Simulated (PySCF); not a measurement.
# BrF: magnetic properties, part 2 of 2

PySCF 2.14.0. Atoms count from 0.

## 11. Magnetic properties: GIAO B3LYP/def2-SVPD

What the job is given:

```
{"job": {"kind": "mag", "xc": "B3LYP", "basis": "def2-SVPD"}, "charge": 0, "multiplicity": 1}
F     -0.860641     0.158010    -0.139071
Br     0.863256    -0.156707     0.124923
```

Level: GIAO B3LYP/def2-SVPD magnetisability, rotational g tensor and spin-rotation constants, non-relativistic, gas phase.

Standard output:

```text
coarse grid: 12632 points
cycle   1  E = -2673.5452673242  dE = -9.432e-01  |g| = 4.403e-01  |ddm| = 1.550e+00
cycle   2  E = -2673.4214801523  dE =  1.238e-01  |g| = 9.332e-01  |ddm| = 8.784e-01
cycle   3  E = -2673.5780811679  dE = -1.566e-01  |g| = 8.415e-02  |ddm| = 6.171e-01
cycle   4  E = -2673.5792187769  dE = -1.138e-03  |g| = 1.941e-02  |ddm| = 7.494e-02
cycle   5  E = -2673.5792795847  dE = -6.081e-05  |g| = 1.905e-03  |ddm| = 1.626e-02
cycle   6  E = -2673.5792800539  dE = -4.692e-07  |g| = 2.905e-04  |ddm| = 1.490e-03
final grid: 24680 points
cycle   7  E = -2673.5792797387  dE =  5.564e-08  |g| = 6.815e-04  |ddm| = 7.469e-04
cycle   8  E = -2673.5792794136  dE =  3.252e-07  |g| = 1.500e-03  |ddm| = 1.401e-03
cycle   9  E = -2673.5792798276  dE = -4.140e-07  |g| = 2.270e-05  |ddm| = 9.270e-04
cycle  10  E = -2673.5792798277  dE = -1.310e-10  |g| = 5.659e-06  |ddm| = 3.269e-05
converged SCF energy = -2673.5792798277

Magnetisability tensor (1e-30 J/T^2)
     -667.77       68.04      -57.07
       68.04     -307.52       10.42
      -57.07       10.42     -303.84
isotropic -426.37   principal values    -688.93   -295.10   -295.09
isotropic susceptibility -25.677 1e-6 cm^3/mol

Inertial axes            a          b          c
rot. const./GHz           -    10.5093    10.5093
chi total           -41.488    -17.771    -17.771
chi diamagnetic     -41.488   -136.085   -136.085
chi paramagnetic      0.000    118.314    118.314
quadrupole/D A        0.968     -0.484     -0.484
g nuclear                 -     0.4713     0.4713
g electronic              -    -0.5841    -0.5841
g total                   -    -0.1129    -0.1129

Spin-rotation constants (kHz, H = +C I.J)
atom  isotope        aa         bb         cc
  0    19F            -    -28.573    -28.573
  1   79Br            -    107.101    107.101
```

Run time: 1.5 s. Hardware: 1 thread of Arm Neoverse V1, shared host; peak memory 0.45 GiB.

Key values:

```
              quantity                value
       magnetisability      -426·10⁻³⁰ J/T²
  molar susceptibility   -25.7·10⁻⁶ cm³/mol
rotational g (a, b, c)  –, -0.1129, -0.1129
```

## 12. Magnetic properties: GIAO B3LYP/aug-pcSseg-1

What the job is given:

```
{"job": {"kind": "mag", "xc": "B3LYP", "basis": "aug-pcSseg-1"}, "charge": 0, "multiplicity": 1}
F     -0.860641     0.158010    -0.139071
Br     0.863256    -0.156707     0.124923
```

Method: GIAO B3LYP/aug-pcSseg-1 magnetisability, rotational g tensor and spin-rotation constants, non-relativistic, gas phase.

Standard output:

```text
coarse grid: 12632 points
cycle   1  E = -2673.6411327326  dE = -1.065e+00  |g| = 9.028e-01  |ddm| = 1.515e+00
cycle   2  E = -2673.4773079004  dE =  1.638e-01  |g| = 1.211e+00  |ddm| = 9.682e-01
cycle   3  E = -2673.6633411346  dE = -1.860e-01  |g| = 4.239e-01  |ddm| = 8.590e-01
cycle   4  E = -2673.6932504364  dE = -2.991e-02  |g| = 6.071e-02  |ddm| = 2.414e-01
cycle   5  E = -2673.6935861414  dE = -3.357e-04  |g| = 7.936e-03  |ddm| = 4.469e-02
cycle   6  E = -2673.6935943698  dE = -8.228e-06  |g| = 1.469e-03  |ddm| = 9.765e-03
final grid: 24680 points
cycle   7  E = -2673.6935912932  dE =  7.670e-07  |g| = 2.648e-03  |ddm| = 3.047e-03
cycle   8  E = -2673.6935872347  dE =  4.059e-06  |g| = 5.550e-03  |ddm| = 4.718e-03
cycle   9  E = -2673.6935925651  dE = -5.330e-06  |g| = 4.734e-04  |ddm| = 3.076e-03
cycle  10  E = -2673.6935925950  dE = -2.986e-08  |g| = 2.147e-05  |ddm| = 3.552e-04
cycle  11  E = -2673.6935925951  dE = -1.210e-10  |g| = 2.771e-06  |ddm| = 2.540e-05
converged SCF energy = -2673.6935925951

Magnetisability tensor (1e-30 J/T^2)
     -669.76       68.62      -57.56
       68.62     -306.42       10.51
      -57.56       10.51     -302.71
isotropic -426.30   principal values    -691.10   -293.90   -293.89
isotropic susceptibility -25.672 1e-6 cm^3/mol

Inertial axes            a          b          c
rot. const./GHz           -    10.5093    10.5093
chi total           -41.619    -17.699    -17.699
chi diamagnetic     -41.619   -136.056   -136.056
chi paramagnetic      0.000    118.358    118.358
quadrupole/D A        1.148     -0.574     -0.574
g nuclear                 -     0.4713     0.4713
g electronic              -    -0.5844    -0.5844
g total                   -    -0.1131    -0.1131

Spin-rotation constants (kHz, H = +C I.J)
atom  isotope        aa         bb         cc
  0    19F            -    -31.120    -31.120
  1   79Br            -    113.970    113.970
```

Run time: 1.8 s. Hardware: 1 thread of Arm Neoverse V1, shared host; peak memory 0.51 GiB.

Key values:

```
              quantity                value
       magnetisability      -426·10⁻³⁰ J/T²
  molar susceptibility   -25.7·10⁻⁶ cm³/mol
rotational g (a, b, c)  –, -0.1131, -0.1131
```

## 13. Magnetic properties: GIAO B3LYP/pcSseg-1

What the job is given:

```
{"job": {"kind": "mag", "xc": "B3LYP", "basis": "pcSseg-1"}, "charge": 0, "multiplicity": 1}
F     -0.860641     0.158010    -0.139071
Br     0.863256    -0.156707     0.124923
```

Level: GIAO B3LYP/pcSseg-1 magnetisability, rotational g tensor and spin-rotation constants, non-relativistic, gas phase.

Standard output:

```text
coarse grid: 12632 points
cycle   1  E = -2673.6283551327  dE = -1.062e+00  |g| = 9.030e-01  |ddm| = 1.529e+00
cycle   2  E = -2673.4730741029  dE =  1.553e-01  |g| = 1.193e+00  |ddm| = 9.563e-01
cycle   3  E = -2673.6590106807  dE = -1.859e-01  |g| = 3.773e-01  |ddm| = 8.188e-01
cycle   4  E = -2673.6827892335  dE = -2.378e-02  |g| = 5.753e-02  |ddm| = 2.108e-01
cycle   5  E = -2673.6830900945  dE = -3.009e-04  |g| = 7.101e-03  |ddm| = 3.967e-02
cycle   6  E = -2673.6830957063  dE = -5.612e-06  |g| = 9.593e-04  |ddm| = 7.982e-03
final grid: 24680 points
cycle   7  E = -2673.6830938815  dE =  1.810e-07  |g| = 1.494e-03  |ddm| = 1.582e-03
cycle   8  E = -2673.6830929156  dE =  9.659e-07  |g| = 2.822e-03  |ddm| = 2.200e-03
cycle   9  E = -2673.6830942192  dE = -1.304e-06  |g| = 3.042e-04  |ddm| = 1.501e-03
cycle  10  E = -2673.6830942277  dE = -8.496e-09  |g| = 9.476e-06  |ddm| = 1.849e-04
cycle  11  E = -2673.6830942277  dE = -2.456e-11  |g| = 9.714e-07  |ddm| = 1.315e-05
converged SCF energy = -2673.6830942277

Magnetisability tensor (1e-30 J/T^2)
     -659.65       61.68      -51.75
       61.68     -333.02        9.45
      -51.75        9.45     -329.69
isotropic -440.79   principal values    -678.83   -321.76   -321.76
isotropic susceptibility -26.545 1e-6 cm^3/mol

Inertial axes            a          b          c
rot. const./GHz           -    10.5093    10.5093
chi total           -40.880    -19.377    -19.377
chi diamagnetic     -40.880   -135.532   -135.532
chi paramagnetic      0.000    116.155    116.155
quadrupole/D A        0.905     -0.453     -0.453
g nuclear                 -     0.4713     0.4713
g electronic              -    -0.5735    -0.5735
g total                   -    -0.1022    -0.1022

Spin-rotation constants (kHz, H = +C I.J)
atom  isotope        aa         bb         cc
  0    19F            -    -30.925    -30.925
  1   79Br            -    108.226    108.226
```

It took 1.4 s on 1 thread of Arm Neoverse V1, shared host; peak memory 0.48 GiB.

Key values:

```
              quantity                value
       magnetisability      -441·10⁻³⁰ J/T²
  molar susceptibility   -26.5·10⁻⁶ cm³/mol
rotational g (a, b, c)  –, -0.1022, -0.1022
```

## 14. Magnetic properties side by side

```
                  level  ξ (10⁻³⁰ J/T²)  g(a)     g(b)  gap (eV)  functions   time
    GIAO B3LYP/def2-SVP            -444     –  -0.0963      4.95         46  1.2 s
     GIAO B3LYP/pcseg-1            -445     –  -0.1006      4.87         41  1.1 s
      GIAO B3LYP/6-31G*            -440     –  -0.0966      4.89         46  1.2 s
 GIAO B3LYP/aug-cc-pVDZ            -429     –  -0.1109      4.76         59  1.5 s
    GIAO B3LYP/pcSseg-3            -425     –  -0.1121      4.81        163    6 s
    GIAO B3LYP/6-311G**            -438     –  -0.1027      4.82         62  1.5 s
   GIAO B3LYP/def2-QZVP            -426     –  -0.1107      4.83        132  4.5 s
    GIAO B3LYP/pcSseg-2            -429     –  -0.1095      4.83         99  2.7 s
   GIAO B3LYP/def2-SVPD            -426     –  -0.1129      4.74         64  1.5 s
GIAO B3LYP/aug-pcSseg-1            -426     –  -0.1131      4.73         76  1.8 s
    GIAO B3LYP/pcSseg-1            -441     –  -0.1022      4.87         58  1.4 s
```

## 15. Outcome

What follows sums up all 2 parts.

| quantity | value |
| --- | --- |
| point group | Cinfv |
| rotational constants (main isotopes) | 10.51, 10.51 GHz |
| magnetisability (step 3, GIAO B3LYP/def2-SVP) | -444·10⁻³⁰ J/T² |
| molar susceptibility (step 3, GIAO B3LYP/def2-SVP) | -26.7·10⁻⁶ cm³/mol |
| rotational g (a, b, c) (step 3, GIAO B3LYP/def2-SVP) | –, -0.0963, -0.0963 |
| magnetisability over the levels | -445 to -425·10⁻³⁰ J/T² |

**Reading.** Over 3 steps the energy fell by 0.007 eV; of the close pairs, F0–Br1 changed most, 1.799 to 1.772 Å. Steps that list no spin-orbit terms leave them out, which matters at and beside the heavy atoms. The magnetisability spreads by 4.6 % over 11 levels, from GIAO B3LYP/pcseg-1 (1.1 s) to GIAO B3LYP/pcSseg-3 (6 s); the runs took 1.1 s to 6 s. Vibrational averaging and real surroundings are missing from these values.
